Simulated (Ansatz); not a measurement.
# CH4AlFOSi: the cost of one run

Program: the Python package of Ansatz 0.2.0. Level of theory: r2SCAN0/6-31G. These are calculated values, not measurements.

**1. The structure**

Bond lengths: F1–Al2 1.800 Å, Al2–O3 1.865 Å, O3–C4 1.476 Å, Al2–Si5 2.302 Å, C4–Si5 1.845 Å, C4–H6 1.149 Å, C4–H7 1.079 Å, Si5–H8 1.508 Å, Si5–H9 1.406 Å. Angles (14 of 16 angles, heavy atoms first): F1–Al2–O3 134.0°, F1–Al2–Si5 128.4°, O3–Al2–Si5 78.1°, Al2–O3–C4 100.4°, O3–C4–Si5 105.2°, Al2–Si5–C4 76.0°, O3–C4–H6 103.5°, O3–C4–H7 110.6°, Si5–C4–H6 110.9°, Si5–C4–H7 114.4°, Al2–Si5–H8 114.3°, Al2–Si5–H9 115.2°, C4–Si5–H8 110.3°, C4–Si5–H9 114.1°.

The script holds or builds the structure itself.

**2. The script**

energy.py reads:

```python
"""Electronic structure of the CH4AlFOSi molecule."""

import sys

import ansatz as az
import numpy as np
import pandas as pd

params = {
    "basis": "6-31G",
    "xc": "r2scan0",
}

geometry = (
    az.Crystal.molecule()
    .atom("F", (-1.8521, -2.5726, 0.7655))
    .atom("Al", (-0.7697, -1.1458, 0.9479))
    .atom("O", (-1.0482, 0.6985, 0.9641))
    .atom("C", (-0.0281, 1.1318, -0.0103))
    .atom("Si", (0.8735, -0.4069, -0.4849))
    .atom("H", (-0.6505, 1.5291, -0.8905))
    .atom("H", (0.5969, 1.9027, 0.4124))
    .atom("H", (2.2595, -0.4043, 0.1097))
    .atom("H", (0.7072, -0.7787, -1.831))
)

model = (
    geometry.calculation()
    .basis(gaussian=params["basis"])
    .functional(params["xc"])
    .scf(lower_state_search="light")
    .forces()
)
try:
    r = model.run(threads=1, pin="off").report
except az.AnsatzError as error:
    sys.exit(f"{type(error).__name__}: {error}")

for key in ("converged", "free_energy_ev", "reference_energy_ev", "n_frozen", "n_occupied", "n_virtual"):
    print(f"{key:22s} {r[key]}")

symbols = [site.symbol for site in geometry.cartesian_sites]
forces = np.array(r["forces_ev_ang"])
print("largest force", round(float(np.linalg.norm(forces, axis=1).max()), 4), "eV/A, rms", round(float(np.sqrt((forces ** 2).mean())), 4))

charges = r["charge_distribution"]
table = pd.DataFrame({"atom": symbols, "mulliken": charges["mulliken_charges_e"], "lowdin": charges["lowdin_charges_e"]})
print(table.round(3).to_string())
print("dipole (e A):", np.round(charges["dipole_moment_e_ang"], 4) + 0.0)
```

**3. The run**

Launch:

```sh
> python energy.py
```

Q: Estimate wall time and peak memory on 1 thread of Intel Xeon 6975P-C (Granite Rapids), shared host.

About 3.9 s, with a peak of 0.27 GiB.
